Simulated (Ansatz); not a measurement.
# NaSc (P1) in Ansatz: convergence with k mesh

Aim: find how far k mesh must go before the results for NaSc settle, at PBE. This setting moves, with any that are tied to it; all else stays.

Program: Ansatz 0.2.0. These are calculated values, not measurements. Logs are shortened: lines on timing, memory, paths and dates and some standing lists are left out, and cuts for length are marked.

## 1. The cell of the first run

The typed cell holds 2 atoms: a = 4.169 Å, b = 4.169 Å, c = 4.169 Å, α = 48.94°, β = 48.94°, γ = 48.94°.

The cell was built by a generator and needn't be a form met in nature.

The cell isn't the ideal one: atoms moved at random, drawn with an rms of 0.05 Å.

## 2. With k mesh 3 × 3 × 3

Input file input.yaml:

```yaml
crystal:
  lattice:
    - [1.72682371, 0.99698213, 3.66129785]
    - [-1.72682371, 0.99698213, 3.66129785]
    - [0.0, -1.99396426, 3.66129785]
  atoms:
    - { symbol: Na, position: [0.496202, 0.507614, 0.498278] }
    - { symbol: Sc, position: [0.015076, 0.008639, -0.023482] }
hamiltonian:
  xc: pbe
  pseudopotentials: { kind: nc, accuracy: standard }
kpoints:
  mp_grid: { grid: [3, 3, 3] }
scf:
  occupations: { method: gaussian, width: 0.05 }
output:
  forces: true
  stress: true
  eigenvalues: true
```

Potentials or basis: PseudoDojo standard (PBE files).

Launch:

```console
$ ansatz run input.yaml --threads 2 --pin off --max-ram 5632MiB --backend cpu --events-out ev --progress --plain --runs-dir out
```

Run time: 1.6 s. Hardware: 2 threads of Arm Neoverse V1, shared host; peak memory 0.34 GiB.

Results:

```yaml
Free_energy: -2558.2484 eV
Pressure: 19.6 GPa
Largest_force: 0.190 eV/Å
Band_gap_on_the_k_mesh: none (metal or under the smearing width)
```

## 3. With k mesh 4 × 4 × 4

input.yaml: that of step 2 with these lines changed.

```diff
@@ -12,3 +12,3 @@
 kpoints:
-  mp_grid: { grid: [3, 3, 3] }
+  mp_grid: { grid: [4, 4, 4] }
 scf:
```

Potentials or basis: PseudoDojo standard (PBE files).

Launch:

```console
$ ansatz run input.yaml --threads 2 --pin off --max-ram 5632MiB --backend cpu --events-out ev --progress --plain --runs-dir out
```

Wall time 3 s (2 threads of Arm Neoverse V1, shared host); peak memory 0.39 GiB.

Results:

```
Free energy            : -2558.3819 eV
Pressure               : 19.2 GPa
Largest force          : 0.191 eV/Å
Band gap on the k mesh : none (metal or under the smearing width)
```

## 4. With k mesh 5 × 5 × 5

input.yaml: that of step 3 with these lines changed.

```diff
@@ -12,3 +12,3 @@
 kpoints:
-  mp_grid: { grid: [4, 4, 4] }
+  mp_grid: { grid: [5, 5, 5] }
 scf:
```

Launch:

```console
$ ansatz run input.yaml --threads 2 --pin off --max-ram 5632MiB --backend cpu --events-out ev --progress --plain --runs-dir out
```

It took 5.8 s on 2 threads of Arm Neoverse V1, shared host; peak memory 0.44 GiB.

Results:

```yaml
Free_energy: -2558.3410 eV
Pressure: 19.7 GPa
Largest_force: 0.189 eV/Å
Band_gap_on_the_k_mesh: none (metal or under the smearing width)
```

## 5. With k mesh 7 × 7 × 7

input.yaml: that of step 4 with these lines changed.

```diff
@@ -12,3 +12,3 @@
 kpoints:
-  mp_grid: { grid: [5, 5, 5] }
+  mp_grid: { grid: [7, 7, 7] }
 scf:
```

Launch:

```console
$ ansatz run input.yaml --threads 2 --pin off --max-ram 5632MiB --backend cpu --events-out ev --progress --plain --runs-dir out
```

Wall time 14 s (2 threads of Arm Neoverse V1, shared host); peak memory 0.61 GiB.

What came out:

* Free energy: -2558.3448 eV
* Pressure: 19.6 GPa
* Largest force: 0.189 eV/Å
* Band gap on the k mesh: none (metal or under the smearing width)

## 6. With k mesh 8 × 8 × 8

input.yaml: that of step 5 with these lines changed.

```diff
@@ -12,3 +12,3 @@
 kpoints:
-  mp_grid: { grid: [7, 7, 7] }
+  mp_grid: { grid: [8, 8, 8] }
 scf:
```

Potentials or basis: PseudoDojo standard (PBE files).

Launch:

```console
$ ansatz run input.yaml --threads 2 --pin off --max-ram 5632MiB --backend cpu --events-out ev --progress --plain --runs-dir out
```

Run time: 21 s. Hardware: 2 threads of Arm Neoverse V1, shared host; peak memory 0.75 GiB.

It converged, with:

```
Free energy            : -2558.3454 eV
Pressure               : 19.5 GPa
Largest force          : 0.189 eV/Å
Band gap on the k mesh : none (metal or under the smearing width)
```

## 7. With k mesh 10 × 10 × 10

input.yaml: that of step 6 with these lines changed.

```diff
@@ -12,3 +12,3 @@
 kpoints:
-  mp_grid: { grid: [8, 8, 8] }
+  mp_grid: { grid: [10, 10, 10] }
 scf:
```

Launch:

```console
$ ansatz run input.yaml --threads 2 --pin off --max-ram 5632MiB --backend cpu --events-out ev --progress --plain --runs-dir out
```

Wall time 41 s (2 threads of Arm Neoverse V1, shared host); peak memory 1.1 GiB.

The run converged. Its results:

```
Free energy            : -2558.3476 eV
Pressure               : 19.5 GPa
Largest force          : 0.190 eV/Å
Band gap on the k mesh : none (metal or under the smearing width)
```

## 8. With k mesh 13 × 13 × 13

input.yaml: that of step 7 with these lines changed.

```diff
@@ -12,3 +12,3 @@
 kpoints:
-  mp_grid: { grid: [10, 10, 10] }
+  mp_grid: { grid: [13, 13, 13] }
 scf:
```

Launch:

```console
$ ansatz run input.yaml --threads 2 --pin off --max-ram 5632MiB --backend cpu --events-out ev --progress --plain --runs-dir out
```

Wall time 93 s (2 threads of Arm Neoverse V1, shared host); peak memory 2.1 GiB.

It converged, with:

| Item | Value |
| --- | --- |
| Free energy | -2558.3472 eV |
| Pressure | 19.6 GPa |
| Largest force | 0.189 eV/Å |
| Band gap on the k mesh | none (metal or under the smearing width) |

## 9. With k mesh 15 × 15 × 15

input.yaml: that of step 8 with these lines changed.

```diff
@@ -12,3 +12,3 @@
 kpoints:
-  mp_grid: { grid: [13, 13, 13] }
+  mp_grid: { grid: [15, 15, 15] }
 scf:
```

Potentials or basis: PseudoDojo standard (PBE files).

Launch:

```console
$ ansatz run input.yaml --threads 2 --pin off --max-ram 5632MiB --backend cpu --events-out ev --progress --plain --runs-dir out
```

The program printed:

```text
Warning: RAYON_NUM_THREADS=2 ignored (pool sized by the plan → 2); use --threads N
Engine: ansatz 0.2.0, aarch64-unknown-linux-gnu
Pseudopotentials: kind: nc
Pseudopotential: Na, nc, valence charge 9, recommended cutoff 1197.300995 eV (normal), Na.nc.azcp (PseudoDojo's, or run here from an input of PseudoDojo's; its table is named by hamiltonian.pseudopotentials.accuracy)
Pseudopotential: Sc, nc, valence charge 11, recommended cutoff 1061.244064 eV (normal), Sc.nc.azcp (PseudoDojo's, or run here from an input of PseudoDojo's; its table is named by hamiltonian.pseudopotentials.accuracy)
Functional definition: PBE
  parameter kappa = 0.804
  parameter beta = 0.06672455060314922
  exchange = pbe_x(kappa = kappa, mu = beta*pi^2/3)
  correlation = pbe_c(beta = beta)
Crystal: 2 atoms, lattice volume = 37.820 Å³
Basis set: ecut = 1197.300995 eV, 3561 PW (Γ), exchange–correlation on 96×96×96 points (8 copies of the dense FFT grid, shifted against one another)
Bands: 14, of which v1, the nominal top of the filled ones, is band 10 counted from 1 (9 counted from 0)
Symmetry: 1 space group operations
Space group: P1 (ITA 1), of the structure as read, at distance tolerance 3.4e-5 Å
k-points: 1688 of 3375 (time reversal used)
Non-local potential: Na, projectors of the file, l = 0: 2, l = 1: 2
Non-local potential: Sc, projectors of the file, l = 0: 2, l = 1: 2, l = 2: 2
Initial density: superposition of atomic densities (chi_scale 0.1, normalization cell, long waves kept (reshape's long-wave potential 0.00 eV rms))
Initial wavefunctions: pseudopotential atomic-orbital guess
Functional: x = pbe(κ = 0.804, μ = 0.2195149727645171), c = pbe(β = 0.06672455060314922)
SCF iter   1: F=—  HF=-2558.451955 eV  |F-HF|=—  |Δ(HF+E_count)|=         —  Δρ=3.18e-2  dr2=4.32e-1  ethr=3.10e-3  ⟨swp⟩=4.9  Hψ=114470  notcnv=0
preconditioner: auto → Kerker (q_TF=auto, 2.453 Å⁻¹)  [metal: Δε(μ)=0.002 eV  Ē_g=3.276 eV  σ=0.050 eV  W_gap=0.02  n_scr=14 (ndim 8)  ℏωp=12.1 eV  f_vac=0.000  D(μ)=2.27/eV (n_scr^D=20)]
SCF iter   2: F=—  HF=-2558.370116 eV  |F-HF|=—  |Δ(HF+E_count)|=   8.18e-2  Δρ=1.65e-2  dr2=1.18e-1  ethr=2.16e-3  ⟨swp⟩=2.1  Hψ=43674  notcnv=0  defer=45
SCF iter   3: F=—  HF=-2558.349113 eV  |F-HF|=—  |Δ(HF+E_count)|=   2.10e-2  Δρ=4.63e-3  dr2=1.07e-2  ethr=5.91e-4  ⟨swp⟩=2.1  Hψ=32542  notcnv=0  defer=45
SCF iter   4: F=—  HF=-2558.347380 eV  |F-HF|=—  |Δ(HF+E_count)|=   1.73e-3  Δρ=9.57e-4  dr2=3.33e-4  ethr=5.36e-5  ⟨swp⟩=2.1  Hψ=30224  notcnv=0  defer=45
SCF iter   5: F=—  HF=-2558.347301 eV  |F-HF|=—  |Δ(HF+E_count)|=   7.87e-5  Δρ=2.34e-4  dr2=1.71e-5  ethr=1.67e-6  ⟨swp⟩=2.5  Hψ=34587  notcnv=0  defer=45
SCF iter   6: F=—  HF=-2558.347271 eV  |F-HF|=—  |Δ(HF+E_count)|=   3.02e-5  Δρ=5.78e-5  dr2=8.78e-7  ethr=8.56e-8  ⟨swp⟩=2.3  Hψ=39161  notcnv=0  defer=45
SCF iter   7: F=-2558.347271 eV  HF=-2558.347271 eV  |F-HF|=1.37e-9  |Δ(HF+E_count)|=  3.27e-10  Δρ=1.16e-5  dr2=2.55e-8  ethr=5.00e-10  ⟨swp⟩=6.5  Hψ=125115  notcnv=0
SCF 1 converged in 7 iterations: F = -2558.347271 eV  dr2 = 2.55e-8
SCF converged after 7 iterations
Free energy (F): -2558.347271 eV
Harris-Foulkes:  -2558.347271 eV  (|F-HF|=1.37e-9)
Internal energy: -2558.343601 eV  (E = F + TS)
E sigma→0 (E₀):  -2558.345436 eV
Entropy (-TS):   -0.003670 eV (-1.835 meV/atom)
Fermi energy:    9.049746 eV
--- Per-component energies (eV) ---
  E_band       = -345.460656
  E_kinetic    = 1250.998170
  E_local      = -2232.188247  (includes V_loc(G=0)·N_el)
  E_nonlocal   = -340.161600
  E_hartree    = 722.734497
  E_xc         = -409.928288
  E_vxc        = -469.581785  (∫ρ·V_xc dr)
  E_ewald      = -1549.798134
  E_smearing   = -0.003670  (= −TS)
  E_closure    = -0.000000  (closes the sum)
  Σ components = -2558.347271   (vs F -2558.347271, Δ=0.00e0)
--- Forces (eV/Å), atoms counted from 1 ---
  atom   1  Na     0.08074139     0.16533293    -0.04385488
  atom   2  Sc    -0.08074397    -0.16533203     0.04375287
  max |Σ_I F_I| component: 1.02e-4 eV/Å
--- Stress (GPa, compression-positive) ---
       16.858570      -0.026868      -0.068278
       -0.026868      16.779889       0.045787
       -0.068278       0.045787      25.014524
  P = ⅓ Tr σ = 19.5510 GPa (195.510 kbar)
--- Band table (eV; the first three rows and the last of 1688) ---
  k-point 0: bands = ["-43.4386", "-40.6257", "-19.3920", "-19.1674", "-19.1670", "-15.4635", "-15.3620", "-15.3612", "3.9809", "8.8525", "10.3068", "10.3088", "11.0187", "11.0208"]
  k-point 1: bands = ["-43.4382", "-40.6250", "-19.3904", "-19.1748", "-19.1690", "-15.4652", "-15.3649", "-15.3632", "4.0757", "8.8996", "10.2355", "10.3695", "10.9379", "11.0007"]
  k-point 2: bands = ["-43.4371", "-40.6232", "-19.3858", "-19.1967", "-19.1736", "-15.4698", "-15.3754", "-15.3666", "4.3548", "9.0291", "10.0356", "10.5509", "10.7458", "10.9504"]
  k-point 1687: bands = ["-43.4300", "-40.6109", "-19.3582", "-19.3428", "-19.2048", "-15.5004", "-15.4423", "-15.3891", "7.2827", "8.7892", "9.2109", "10.6313", "10.8363", "12.2073"]
```

Wall time 2.4 min (2 threads of Arm Neoverse V1, shared host); peak memory 3 GiB.

What came out:

```
Free energy            : -2558.3473 eV
Pressure               : 19.6 GPa
Largest force          : 0.189 eV/Å
Band gap on the k mesh : none (metal or under the smearing width)
```

## 10. Result

```csv
k mesh,"energy less the tightest run, at zero smearing (meV/atom)",pressure (GPa),largest force (eV/Å),SCF cycles,CPU time (s),peak memory (GiB)
3 × 3 × 3,50.83,19.64,0.190,8,2.9,0.34
4 × 4 × 4,-18.17,19.24,0.191,7,5.8,0.39
5 × 5 × 5,3.03,19.66,0.189,7,11,0.44
7 × 7 × 7,1.66,19.57,0.189,7,28,0.61
8 × 8 × 8,1.07,19.50,0.189,7,42,0.75
10 × 10 × 10,-0.26,19.54,0.190,7,82,1.1
13 × 13 × 13,-0.01,19.55,0.189,7,180,2.1
15 × 15 × 15,0.00,19.55,0.189,7,280,3
```

Against the tightest run, the energy stays within 1 meV/atom from 10 × 10 × 10 on; the pressure stays within 0.1 GPa from 7 × 7 × 7 on; the largest force stays within 0.005 eV/Å from 3 × 3 × 3 on. Meshes of other sizes hit other points, so gaps and Fermi surfaces needn't settle smoothly. The tightest run that finished is the yardstick and may itself not be fully converged.
